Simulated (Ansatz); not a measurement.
# W6Cl: the cost of one run

Method: DFT PBE, scalar-relativistic, plane waves, PAW, unless a step names another level, in Ansatz 0.2.0.

6 further runs of the same task are left out: 4 that didn't finish, 2 set aside as unsound or not needed.

**1. The structure to begin with**

It takes space group P4/nmm (No. 129, tetragonal). The conventional cell has a = 3.157 Å, b = 3.157 Å, c = 25.053 Å, α = 90.00°, β = 90.00°, γ = 90.00°. Around W (site symmetry 4mm) lie 4 W at 2.74 Å and 4 Cl at 2.86 Å. Around W (site symmetry 4mm) lie 8 W at 2.74 to 2.75 Å. Around W (site symmetry 4mm) lie 8 W at 2.73 to 2.75 Å. Around W (site symmetry 4mm) lie 8 W at 2.73 to 2.74 Å. Around Cl (site symmetry 4mm) lie 4 W at 2.86 Å.

Coordinates:

```
W Cl
1.0
     3.15707    0.00000    0.00000
     0.00000    3.15707    0.00000
     0.00000    0.00000   25.05347
W Cl
12 2
Direct
  0.00000 0.50000 0.35007
  0.00000 0.50000 0.84046
  0.50000 0.00000 0.77640
  0.50000 0.00000 0.90383
  0.00000 0.50000 0.96822
  0.50000 0.00000 0.03178
  0.50000 0.00000 0.15954
  0.00000 0.50000 0.22360
  0.00000 0.50000 0.09617
  0.50000 0.00000 0.28642
  0.50000 0.00000 0.64993
  0.00000 0.50000 0.71358
  0.50000 0.00000 0.42138
  0.00000 0.50000 0.57862
```

It came out lowest among 26 distinct ends of the trial cells. At a tolerance of 0.05 Å it has space group P4/nmm (No. 129).

**2. Relaxing to 0.001 eV/Å, on the response runs' mesh and smearing**

input.yaml reads:

```yaml
crystal:
  lattice:
    - [3.1570669426, 0.0, 0.0]
    - [0.0, 3.1570669426, 0.0]
    - [0.0, 0.0, 25.0534654767]
  atoms:
    - { symbol: W, position: [0.0, 0.5, 0.350070449] }
    - { symbol: W, position: [0.0, 0.5, 0.8404563506] }
    - { symbol: W, position: [0.5, 0.0, 0.7763982314] }
    - { symbol: W, position: [0.5, 0.0, 0.9038311979] }
    - { symbol: W, position: [0.0, 0.5, 0.9682222785] }
    - { symbol: W, position: [0.5, 0.0, 0.0317777215] }
    - { symbol: W, position: [0.5, 0.0, 0.1595436494] }
    - { symbol: W, position: [0.0, 0.5, 0.2236017686] }
    - { symbol: W, position: [0.0, 0.5, 0.0961688021] }
    - { symbol: W, position: [0.5, 0.0, 0.2864174706] }
    - { symbol: W, position: [0.5, 0.0, 0.649929551] }
    - { symbol: W, position: [0.0, 0.5, 0.7135825294] }
    - { symbol: Cl, position: [0.5, 0.0, 0.4213789228] }
    - { symbol: Cl, position: [0.0, 0.5, 0.5786210772] }
basis:
  ecutwfc: 420
kpoints:
  mp_grid: { grid: [10, 10, 2] }
hamiltonian:
  xc: pbe
scf:
  occupations: { method: gaussian, width: 0.1 }
output:
  forces: true
  stress: true
  eigenvalues: true
relax:
  adjacent_minimum: "off"
  f_tol: 0.001
  max_steps: 60
  cell: { stress_tol: 0.01 }
```

On the command line:

```
$ ansatz run input.yaml --threads 3 --pin off --max-ram 7680MiB --backend cpu --events-out ev --progress --plain --runs-dir out
```

What time and memory should one allow on 3 threads of Intel Xeon 6975P-C (Granite Rapids), shared host?

About 61 s, with a peak of 1.3 GiB.
